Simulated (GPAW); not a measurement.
# Hf in GPAW: a series of runs

One slab, Hf, is run at these levels: LDA; tasks: single point.

Everything below comes from runs of GPAW 26.7.0. Logs are shortened: lines on timing, memory, paths and dates and some standing lists are left out, and cuts for length are marked. The log counts tension as positive stress, the text compression.

### Step 1. The cell of the first run

The cell holds a slab with vacuum, 4 atoms: a = 3.197 Å, b = 3.197 Å, c = 22.587 Å, α = 90.00°, β = 90.00°, γ = 120.00°.

The slab is cut from a database's or a generator's crystal, which needn't be the stable form of the element.

### Step 2. Single point, LDA (the (0 0 1) slab of Hf, cut from the database cell, not relaxed)

The input, run.py:

```python
import numpy as np
from ase.dft.bandgap import bandgap
from ase.io import read, write
from gpaw import GPAW, PW

atoms = read('Hf.xyz')
atoms.pbc = (True, True, False)

calc = GPAW(mode=PW(450),
            xc='LDA',
            kpts={'size': (10, 10, 1), 'gamma': True},
            occupations={'name': 'fermi-dirac', 'width': 0.05},
            nbands=44,
            convergence={'density': 1e-05, 'energy': 1e-05},
            maxiter=150,
            poissonsolver={'dipolelayer': 'xy'},
            txt='gpaw.txt')
atoms.calc = calc
energy = atoms.get_potential_energy()
forces = atoms.get_forces()
calc.write('gs.gpw')
write('result.traj', atoms)
print(f'Energy: {energy:.6f} eV')
print('Forces (eV/A):')
print(forces.round(4))
print('Fermi level:', round(calc.get_fermi_level(), 4), 'eV')
print(f'Gap: {bandgap(calc)[0]:.4f} eV, direct: {bandgap(calc, direct=True)[0]:.4f} eV')

v = calc.get_electrostatic_potential().mean(axis=(0, 1))
z = np.arange(len(v)) * atoms.cell[2, 2] / len(v)
ef = calc.get_fermi_level()
np.savetxt('planar.dat', np.c_[z, v], fmt='%.4f')
below, above = np.interp([1.5, atoms.cell[2, 2] - 1.5], z, v) - ef
print(f'Work functions: bottom {below:.4f} eV, top {above:.4f} eV')
print('Dipole moment:', *calc.get_dipole_moment().round(5), 'e A')
```

The input, Hf.xyz:

```xyz
4
Lattice="3.1966985242 0.0000000000 0.0000000000 -1.5983492621 2.7684221302 0.0000000000 0.0000000000 0.0000000000 22.5867000000" Properties=species:S:1:pos:R:3 pbc="T T T"
Hf     1.5983492621      0.9228073769      7.5000000004
Hf     0.0000000000      1.8456147533     10.0289000009
Hf     1.5983492621      0.9228073769     12.5577999991
Hf     0.0000000000      1.8456147533     15.0866999996
```

Potentials or basis: the program's PAW data sets (release 1.2.1) made for this functional, pw.

Command:

```bash
$ OMP_NUM_THREADS=1 python run.py
```

gpaw.txt:

```text
__  _  _
 | _ |_)|_||  |
 |__||  | ||/\| - 26.7.0

Input parameters:
  mode=PW(ecut=450.00000000000006),
  convergence={'density': 1e-05, 'energy': 1e-05},
  kpts=MonkhorstPack(size=(10, 10, 1), gamma=True),
  maxiter=150,
  nbands=44,
  occupations=Occupations(name='fermi-dirac', width=0.05),
  poissonsolver=PoissonSolver(dipolelayer='xy'),
  xc=XC(name='LDA')

Diagonalizing LCAO Hamiltonian
Converting LCAO to pw mode

        Hf

           Hf

        Hf

           Hf

Atoms  # Å, Bohr magnetons
|   | symbol |        x |        y |         z |    initial magnetic moments |
|---|--------|----------|----------|-----------|-----------------------------|
| 0 |     Hf | 1.598349 | 0.922807 |  7.500000 | ( 0.0000,  0.0000,  0.0000) |
| 1 |     Hf | 0.000000 | 1.845615 | 10.028900 | ( 0.0000,  0.0000,  0.0000) |
| 2 |     Hf | 1.598349 | 0.922807 | 12.557800 | ( 0.0000,  0.0000,  0.0000) |
| 3 |     Hf | 0.000000 | 1.845615 | 15.086700 | ( 0.0000,  0.0000,  0.0000) |

Unit cell  # Å
| periodic |         x |        y |         z |   lengths |     angles |
|----------|-----------|----------|-----------|-----------|------------|
|      yes |  3.196699 | 0.000000 |  0.000000 |  3.196699 |  90.000000 |
|      yes | -1.598349 | 2.768422 |  0.000000 |  3.196699 |  90.000000 |
|       no |  0.000000 | 0.000000 | 22.586700 | 22.586700 | 120.000000 |

Number of symmetries: 12
Symmetry operations  # r_c * U_cc + t_c -> r_c
|    | kind |            matrix            |
|----|------|------------------------------|
|  0 |  σ   |  1, 1, 0,  0,-1, 0,  0, 0, 1 |
|  1 |  S6  |  1, 1, 0, -1, 0, 0,  0, 0,-1 |
|  2 |  E   |  1, 0, 0,  0, 1, 0,  0, 0, 1 |
|  3 |  C2  |  1, 0, 0, -1,-1, 0,  0, 0,-1 |
|  4 |  C2  |  0, 1, 0,  1, 0, 0,  0, 0,-1 |
|  5 |  C3  |  0, 1, 0, -1,-1, 0,  0, 0, 1 |
|  6 |  S6  |  0,-1, 0,  1, 1, 0,  0, 0,-1 |
|  7 |  σ   |  0,-1, 0, -1, 0, 0,  0, 0, 1 |
|  8 |  σ   | -1, 0, 0,  1, 1, 0,  0, 0, 1 |
|  9 |  i   | -1, 0, 0,  0,-1, 0,  0, 0,-1 |
| 10 |  C3  | -1,-1, 0,  1, 0, 0,  0, 0, 1 |
| 11 |  C2  | -1,-1, 0,  0, 1, 0,  0, 0,-1 |

BZ-sampling:
  Number of BZ points: 100
  Number of IBZ points: 14

  Monkhorst-Pack size: [10, 10, 1]
  Monkhorst-Pack shift: [0.05, 0.05, 0.0]

K-points  # in reciprocal-cell coordinates
|     |                                coordinates |     weight |
|-----|--------------------------------------------|------------|
|   0 | (  0.00000000,   0.00000000,   0.00000000) | 0.01000000 |
|   1 | (  0.10000000,   0.00000000,   0.00000000) | 0.06000000 |
|   2 | (  0.20000000,  -0.10000000,   0.00000000) | 0.06000000 |
|   3 | (  0.20000000,   0.00000000,   0.00000000) | 0.06000000 |
|   4 | (  0.30000000,  -0.10000000,   0.00000000) | 0.12000000 |
|   5 | (  0.30000000,   0.00000000,   0.00000000) | 0.06000000 |
|   6 | (  0.40000000,  -0.20000000,   0.00000000) | 0.06000000 |
|   7 | (  0.40000000,  -0.10000000,   0.00000000) | 0.12000000 |
|   8 | (  0.40000000,   0.00000000,   0.00000000) | 0.06000000 |
|   9 | (  0.40000000,   0.30000000,   0.00000000) | 0.06000000 |
| ... |                                            |            |
|  13 | (  0.50000000,   0.50000000,   0.00000000) | 0.03000000 |

Plane wave coefficients: 4411
Cutoff: 450.00000000000006 eV

Spin-components: 1 (collinear spins)
Bands:           44
Projectors:      24
Spin-degeneracy: 2
Datatype:        complex128

Parallelization:
  kpt:    1
  domain: 1
  band:   1

Density:
  Valence electrons: 48.0
  Components: 1
  Grid points: [ 16  16 112]
  Charge: 0.0  # |e|

Potential:
  Grid points: [ 16  16 112]

species:
  Hf:
    name:    Hafnium
    Z:       72.0
    valence: 12
    core:    60
    charge:  0.0  # [|e|]
    compensation charges:
      type: gauss
      rc: 0.41  # [Å]
      lmax: 2
    cutoffs:
      filter: 2.36  # [Å]
      core: 4.02  # [Å]
    projectors
    | kind |    occ | energy [eV] | rcut [Å] |
    |------|--------|-------------|----------|
    |   5s |  2.000 |     -66.988 |    1.397 |
    |   6s |  2.000 |      -5.250 |    1.397 |
    |   5p |  6.000 |     -35.740 |    1.307 |
    |   6p |  0.000 |      -1.470 |    1.307 |
    |   5d |  2.000 |      -2.880 |    1.334 |
    |    d |        |      24.331 |    1.334 |

    Using partial waves for Hf as LCAO basis

Reference energy: -1638565.313953  # eV

eigensolver:
  PPCG
  Converge bands: occupied
  niter=2

density mixing:
  MSR1-Mixer
  Pratt-step length: 0.05
  Maximum mixing coefficient: 0.75
  Old densities: 10
  SVD Regularization: 0.005
  Good broyden scale: 1.0
  Trust region scale: 1.0
  Backstep threshold: 4.0
  History deletion threshold: 6.0
  Fourier metric: weight=20.0, sigma=0.015

occupation numbers:
  Fermi-Dirac:
    width: 0.0500  # eV

<gpaw.new.pw.poisson.DipoleLayerPWPoissonSolver object>
xc functional:
  name: None

convergence criteria:
- Maximum integral of absolute [dens]ity change: 1e-05 electrons / valence electron
- Maximum [total energy] change in last 3 cyles: 1e-05 eV / valence electron
- Maximum integral of absolute [eigenst]ate change: 4e-08 eV^2 / valence electron
maximum number of iterations: 150

SCF iterations
|iter     | |      energy | eigst |  dens |
|---------|-|-------------|-------|-------|
|iter:   1| |  -32.503707 | +0.00 |       |
|iter:   2| |  -31.724824 | -1.71 | -1.11 |
|iter:   3| |  -31.317867 | -2.41 | -1.18 |
|iter:   4| |  -30.973088 | -1.67 | -1.29 |
|iter:   5| |  -30.869188 | -2.36 | -1.46 |
|iter:   6| |  -30.826799 | -2.10 | -1.64 |
|iter:   7| |  -30.820327 | -3.11 | -1.94 |
|iter:   8| |  -30.817277 | -3.71 | -2.19 |
|iter:   9| |  -30.816989 | -4.73 | -2.80 |
|iter:  10| |  -30.817008c| -5.58 | -3.48 |
|iter:  11| |  -30.817006c| -6.27 | -4.12 |
|iter:  12| |  -30.817006c| -6.97 | -4.91 |
|iter:  13| |  -30.817006c| -7.44c| -5.40c|

Converged in 13 steps
Energy contributions relative to reference atoms: (reference = -1638565.313953)

Energy contributions:
  Kinetic:          -1.653746
  Coulomb:          -0.119665
  Zero:             -1.948727
  External:          0.000000
  Xc:              -27.067204
  Entropy:          -0.055329
  Spinorbit:         0.000000
  ----------------------------
  Free energy:     -30.844671
  Extrapolated:    -30.817006

dipole moment: (-0.000027, -0.000046, -0.000376)  # |e|*Ang

Fermi level: 1.891
Eigenvalues  # (at kpt = [0.000, 0.000, 0.000])
| band index |      eig [eV] | occ [0-2] |
|------------|---------------|-----------|
|          0 |       -60.158 |     2.000 |
|        ... |               |           |
|         13 |       -28.279 |     2.000 |
|         14 |       -28.215 |     2.000 |
|         15 |       -28.215 |     2.000 |
|         16 |        -4.913 |     2.000 |
|         17 |        -3.918 |     2.000 |
|         18 |        -2.719 |     2.000 |
[... 8 lines left out ...]
|         27 |         3.041 |     0.000 |
|         28 |         3.093 |     0.000 |
|        ... |               |           |
|         43 |         7.738 |     0.000 |

No gap
No difference between direct/indirect transitions
vacuum-level: 6.486  # V
Workfunctions: 4.595, 4.595 eV (top, bottom)

Forces  # eV/Ang
|        x |        y |        z |
|----------|----------|----------|
| -0.00000 |  0.00000 |  1.08217 |  # Hf   0
|  0.00000 | -0.00000 | -0.91332 |  # Hf   1
|  0.00000 |  0.00000 |  0.91332 |  # Hf   2
|  0.00000 |  0.00000 | -1.08217 |  # Hf   3

# Writing to gs.gpw (mode='')
```

It took 46 s on 1 thread of Arm Neoverse V2, shared host; peak memory 0.22 GiB.

What came out:

| Item | Value |
| --- | --- |
| Free energy | -30.8447 eV |
| Largest force | 1.082 eV/Å |
| Band gap on the k mesh | none (metal or under the smearing width) |
| Dipole across the slab | 0.00 e·Å |
| Work function of the upper face | 4.60 eV |
| Work function of the lower face | 4.60 eV |

Forces on the atoms (eV/Å):
```
Hf   0.000  0.000  1.082
Hf   0.000  0.000 -0.913
Hf   0.000  0.000  0.913
Hf   0.000  0.000 -1.082
```

### Step 3. Single point, LDA (the (0 0 1) slab of Hf, cut from the database cell, not relaxed)

run.py: that of step 2 with these lines changed.

```diff
@@ -12,3 +12,3 @@
             occupations={'name': 'fermi-dirac', 'width': 0.05},
-            nbands=44,
+            nbands=54,
             convergence={'density': 1e-05, 'energy': 1e-05},
```

The input, Hf.xyz:

```xyz
5
Lattice="3.1966985242 0.0000000000 0.0000000000 -1.5983492621 2.7684221302 0.0000000000 0.0000000000 0.0000000000 25.1156000000" Properties=species:S:1:pos:R:3 pbc="T T T"
Hf     1.5983492621      0.9228073769      7.5000000003
Hf     0.0000000000      1.8456147533     10.0288999989
Hf     1.5983492621      0.9228073769     12.5578000000
Hf     0.0000000000      1.8456147533     15.0867000011
Hf     1.5983492621      0.9228073769     17.6155999997
```

Potentials or basis: the program's PAW data sets (release 1.2.1) made for this functional, pw.

Command:

```bash
$ OMP_NUM_THREADS=1 python run.py
```

gpaw.txt:

```text
__  _  _
 | _ |_)|_||  |
 |__||  | ||/\| - 26.7.0

Input parameters:
  mode=PW(ecut=450.00000000000006),
  convergence={'density': 1e-05, 'energy': 1e-05},
  kpts=MonkhorstPack(size=(10, 10, 1), gamma=True),
  maxiter=150,
  nbands=54,
  occupations=Occupations(name='fermi-dirac', width=0.05),
  poissonsolver=PoissonSolver(dipolelayer='xy'),
  xc=XC(name='LDA')

Diagonalizing LCAO Hamiltonian
Converting LCAO to pw mode

           Hf

        Hf

           Hf

        Hf

           Hf

Atoms  # Å, Bohr magnetons
|   | symbol |        x |        y |         z |    initial magnetic moments |
|---|--------|----------|----------|-----------|-----------------------------|
| 0 |     Hf | 1.598349 | 0.922807 |  7.500000 | ( 0.0000,  0.0000,  0.0000) |
| 1 |     Hf | 0.000000 | 1.845615 | 10.028900 | ( 0.0000,  0.0000,  0.0000) |
| 2 |     Hf | 1.598349 | 0.922807 | 12.557800 | ( 0.0000,  0.0000,  0.0000) |
| 3 |     Hf | 0.000000 | 1.845615 | 15.086700 | ( 0.0000,  0.0000,  0.0000) |
| 4 |     Hf | 1.598349 | 0.922807 | 17.615600 | ( 0.0000,  0.0000,  0.0000) |

Unit cell  # Å
| periodic |         x |        y |         z |   lengths |     angles |
|----------|-----------|----------|-----------|-----------|------------|
|      yes |  3.196699 | 0.000000 |  0.000000 |  3.196699 |  90.000000 |
|      yes | -1.598349 | 2.768422 |  0.000000 |  3.196699 |  90.000000 |
|       no |  0.000000 | 0.000000 | 25.115600 | 25.115600 | 120.000000 |

Number of symmetries: 12
Symmetry operations  # r_c * U_cc + t_c -> r_c
|    | kind |            matrix            |
[... 117 lines left out ...]
maximum number of iterations: 150

SCF iterations
|iter     | |      energy | eigst |  dens |
|---------|-|-------------|-------|-------|
|iter:   1| |  -40.957980 | +0.02 |       |
|iter:   2| |  -41.127249 | -1.63 | -1.14 |
|iter:   3| |  -39.821861 | -2.21 | -1.09 |
|iter:   4| |  -39.406431 | -1.72 | -1.28 |
|iter:   5| |  -39.246363 | -2.36 | -1.42 |
|iter:   6| |  -39.175715 | -2.04 | -1.55 |
|iter:   7| |  -39.201892 | -2.24 | -1.73 |
|iter:   8| |  -39.130832 | -2.93 | -1.79 |
|iter:   9| |  -39.125614 | -3.75 | -2.19 |
|iter:  10| |  -39.125032 | -4.73 | -2.70 |
|iter:  11| |  -39.125013 | -5.61 | -3.61 |
|iter:  12| |  -39.125026c| -6.23 | -4.04 |
|iter:  13| |  -39.125025c| -6.89 | -4.68 |
|iter:  14| |  -39.125025c| -7.38 | -5.17c|
|iter:  15| |  -39.125025c| -7.75c| -5.88c|

Converged in 15 steps
Energy contributions relative to reference atoms: (reference = -2048206.642441)

Energy contributions:
  Kinetic:           1.027678
  Coulomb:          -2.845289
  Zero:             -2.439802
  External:          0.000000
  Xc:              -34.840767
  Entropy:          -0.053688
  Spinorbit:         0.000000
  ----------------------------
  Free energy:     -39.151869
  Extrapolated:    -39.125025

dipole moment: (3.507417, -2.025085, -0.000522)  # |e|*Ang

Fermi level: 2.679
Eigenvalues  # (at kpt = [0.000, 0.000, 0.000])
| band index |      eig [eV] | occ [0-2] |
|------------|---------------|-----------|
|          0 |       -59.385 |     2.000 |
|        ... |               |           |
|         18 |       -27.470 |     2.000 |
|         19 |       -27.470 |     2.000 |
|         20 |        -4.295 |     2.000 |
|         21 |        -3.547 |     2.000 |
|         22 |        -2.553 |     2.000 |
|         23 |        -1.622 |     2.000 |
[... 8 lines left out ...]
|         32 |         3.752 |     0.000 |
|         33 |         3.752 |     0.000 |
|        ... |               |           |
|         53 |         8.489 |     0.000 |

No gap
No difference between direct/indirect transitions
vacuum-level: 7.275  # V
Workfunctions: 4.597, 4.597 eV (top, bottom)

Forces  # eV/Ang
|        x |        y |        z |
|----------|----------|----------|
|  0.00000 |  0.00000 |  1.09917 |  # Hf   0
| -0.00000 | -0.00000 | -0.79599 |  # Hf   1
|  0.00000 |  0.00000 |  0.00000 |  # Hf   2
|  0.00000 | -0.00000 |  0.79599 |  # Hf   3
|  0.00000 |  0.00000 | -1.09917 |  # Hf   4

# Writing to gs.gpw (mode='')
```

stdout:

```text
Energy: -39.125025 eV
Forces (eV/A):
[[ 0.      0.      1.0992]
 [-0.     -0.     -0.796 ]
 [ 0.      0.      0.    ]
 [ 0.     -0.      0.796 ]
 [ 0.      0.     -1.0992]]
Fermi level: 2.6788 eV
Gap: 0.0000 eV, direct: 0.0000 eV
Work functions: bottom 4.5966 eV, top 4.5966 eV
Dipole moment: 3.50742 -2.02509 -0.00052 e A
```

planar.dat:

```text
0.0000 7.2754
0.1005 7.2754
0.2009 7.2754
0.3014 7.2754
0.4018 7.2754
0.5023 7.2754
[... 242 lines left out ...]
24.9147 7.2754
25.0151 7.2754
```

It took 78 s on 1 thread of Arm Neoverse V2, shared host; peak memory 0.25 GiB.

Results:

| Quantity | Value |
| --- | --- |
| Free energy | -39.1519 eV |
| Largest force | 1.099 eV/Å |
| Band gap on the k mesh | none (metal or under the smearing width) |
| Dipole across the slab | 0.00 e·Å |
| Work function of the upper face | 4.60 eV |
| Work function of the lower face | 4.60 eV |

Forces in eV/Å, atoms in the order of the input:
```
Hf   0.000  0.000  1.099
Hf   0.000  0.000 -0.796
Hf   0.000  0.000  0.000
Hf   0.000  0.000  0.796
Hf   0.000  0.000 -1.099
```

Levels at points of the mesh, in eV from the Fermi level:
```
           k point  band 27  band 28  band 29  band 30  band 31  band 32  band 33  band 34
(0.00, 0.00, 0.00)     0.00     0.32     0.59     0.75     1.04     1.04     1.07     1.07
(0.50, 0.50, 0.00)    -1.27    -1.10    -1.00     0.21     0.42     1.02     1.14     1.40
```

Spin-orbit coupling is left out, which matters for the levels of Hf.

### Step 4. Single point, LDA (the (0 0 1) slab of Hf, cut from the database cell, not relaxed)

run.py: that of step 3 with these lines changed.

```diff
@@ -12,3 +12,3 @@
             occupations={'name': 'fermi-dirac', 'width': 0.05},
-            nbands=54,
+            nbands=64,
             convergence={'density': 1e-05, 'energy': 1e-05},
```

The input, Hf.xyz:

```xyz
6
Lattice="3.1966985242 0.0000000000 0.0000000000 -1.5983492621 2.7684221302 0.0000000000 0.0000000000 0.0000000000 27.6445000000" Properties=species:S:1:pos:R:3 pbc="T T T"
Hf     1.5983492621      0.9228073769      7.5000000005
Hf     0.0000000000      1.8456147533     10.0289000014
Hf     1.5983492621      0.9228073769     12.5577999995
Hf     0.0000000000      1.8456147533     15.0867000005
Hf     1.5983492621      0.9228073769     17.6155999986
Hf     0.0000000000      1.8456147533     20.1444999995
```

Command:

```bash
$ OMP_NUM_THREADS=1 python run.py
```

Wall time 1.9 min (1 thread of Arm Neoverse V2, shared host); peak memory 0.29 GiB.

The run converged. Its results:

```yaml
Free_energy: -47.4526 eV
Largest_force: 1.074 eV/Å
Band_gap_on_the_k_mesh: none (metal or under the smearing width)
Dipole_across_the_slab: 0.00 e·Å
Work_function_of_the_upper_face: 4.56 eV
Work_function_of_the_lower_face: 4.56 eV
```

Forces in eV/Å, atoms in the order of the input:
```
Hf   0.000  0.000  1.074
Hf   0.000  0.000 -0.769
Hf   0.000  0.000  0.146
Hf   0.000  0.000 -0.146
Hf   0.000  0.000  0.769
Hf   0.000  0.000 -1.074
```

Levels at points of the mesh, in eV from the Fermi level:
```
           k point  band 32  band 33  band 34  band 35  band 36  band 37  band 38  band 39  band 40  band 41
(0.00, 0.00, 0.00)    -0.08     0.33     0.34     0.69     0.88     1.02     1.02     1.02     1.02     1.16
(0.50, 0.50, 0.00)    -1.43    -1.10    -1.02    -1.00     0.21     0.40     0.94     1.18     1.20     1.42
```

(Part 1 of 2 ends here.)
